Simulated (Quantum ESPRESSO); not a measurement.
## NbTe under changes of volume

One of the cells (21.934 Å³/atom); the others are scaled copies at fixed shape and fractional positions:

```
Te Nb
1.0
     3.70297    0.00000    0.00000
    -1.85149    3.20687    0.00000
     0.00000    0.00000    3.69421
Te Nb
1 1
Direct
  0.66667 0.33333 0.00000
  0.00000 0.00000 0.50000
```

The cell comes from a database or a generator and needn't be the stable form of this composition.

| Property | Result |
| --- | --- |
| Program | Quantum ESPRESSO 7.5 |
| Functional | r2SCAN |
| Potentials or basis | SG15 PBE 1.2 |
| Cutoff | 952 eV |
| Density cutoff | 3810 eV |
| k mesh | 6 × 6 × 5 |
| Occupations | fermi-dirac, width 0.05 eV |
| Spin | no spin polarisation |

| volume (Å³/atom) | energy over the lowest point (meV/atom) | pressure (GPa) |
| --- | --- | --- |
| 20.618 | 21.07 | 6.8 |
| 21.057 | ? | ? |
| 21.496 | 0.00 | 0.7 |
| 21.934 | 1.12 | -1.8 |
| 22.373 | 8.89 | -4.1 |
| 22.812 | 22.61 | -6.2 |
| 23.250 | 41.66 | -8.0 |

What does the run at 21.057 Å³/atom give?

Energy over the lowest point 6.37 meV/atom; pressure 3.6 GPa.

Worked out: A Birch-Murnaghan fit of order 3 (a polynomial in V^(-2/3)) to the other rows has its minimum at 21.64 Å³/atom with B0 = V·E''(V) = 129 GPa and B' = 4.5 at fixed shape and positions, which overstates the stiffness. It gives 6.36 meV/atom at 21.057 Å³/atom, against the run's 6.37, and -dE/dV = 3.8 GPa, against 3.6.

Energies are extrapolated to zero smearing.

Caveats: the potentials were made for another functional, which shifts forces and pressure.
